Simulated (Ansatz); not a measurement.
Run this with the Python package of Ansatz (0.2.0) and show what comes out.

`edit.py`:
```python
# -*- coding: utf-8 -*-
'''Keys set on an Input object, for Ca3PbO.'''

import logging
import sys
import warnings

import ansatz as az

logging.basicConfig(stream=sys.stdout, format='[%(levelname)s] %(message)s')
logger = logging.getLogger('ansatz_job')
logger.setLevel(logging.INFO)

warnings.simplefilter('ignore', az.DeckWarning)

lattice = az.Lattice.of(
    (4.847, 0.0, 0.0),
    (0.0, 4.847, 0.0),
    (0.0, 0.0, 4.847),
)
sites = [
    ('Ca', (0.0, 0.5, 0.5)),
    ('Ca', (0.5, 0.0, 0.5)),
    ('Ca', (0.5, 0.5, 0.0)),
    ('Pb', (0.0, 0.0, 0.0)),
    ('O', (0.5, 0.5, 0.5)),
]
cell = az.Crystal(lattice=lattice)
for symbol, position in sites:
    cell = cell.atom(symbol, position)

setup = (
    cell.calculation()
    .kpoints(5)
    .occupations(az.OccupationsMethod.FERMI_DIRAC, width=0.1)
    .functional(az.Functional.R2SCAN)
    .pseudopotentials('paw')
    .band_table()
)
typed = setup.input()
rows = []
for value in [2, 6, 12]:
    edited = typed.set(az.key.scf.n_extra_bands, value)
    rep = az.Session.from_dict(edited).plan().execute().report
    rows.append((value, rep['free_energy_ev'], rep['n_iterations'], len(rep['eigenvalues_ev'][0]) if 'eigenvalues_ev' in rep else 0))
lines = [','.join(['extra bands', 'F eV', 'iterations', 'bands listed'])] + [','.join(f'{v:.4f}' if isinstance(v, float) else str(v) for v in row) for row in rows]
print('\n'.join(lines))
with open('edit.csv', 'w') as handle:
    handle.write('\n'.join(lines) + '\n')
print(edited.to_yaml())
```

`python edit.py` gives:
```text
extra bands,F eV,iterations,bands listed
2,-17960.6635,8,27
6,-17960.6635,8,31
12,-17960.6635,7,37
crystal:
  lattice:
    - [4.847, 0.0, 0.0]
    - [0.0, 4.847, 0.0]
    - [0.0, 0.0, 4.847]
  atoms:
    - { symbol: Ca, position: [0.0, 0.5, 0.5] }
    - { symbol: Ca, position: [0.5, 0.0, 0.5] }
    - { symbol: Ca, position: [0.5, 0.5, 0.0] }
    - { symbol: Pb, position: [0.0, 0.0, 0.0] }
    - { symbol: O, position: [0.5, 0.5, 0.5] }
kpoints:
  mp_grid:
    grid: [5, 5, 5]
hamiltonian:
  xc: r2scan
  pseudopotentials:
    kind: paw
scf:
  occupations:
    method: fermi_dirac
    width: 0.1
  n_extra_bands: 12
output:
  eigenvalues: true
```

What to keep in mind:
- Absolute energies stand on the zero of these potentials, so only differences at equal settings mean something. A total without «per atom» is that of the whole cell that was run.
- An opening on this mesh may only mean that it misses a point where bands touch.
- Spin-orbit coupling, which matters for elements this heavy, is left out.
- The structure is a deposited one; some such entries were measured under pressure or heat, so a shift against it needn't be the functional's error alone.
- Run time: 18 s on 1 thread of Arm Neoverse V1, on a shared host, peak memory 0.58 GiB.
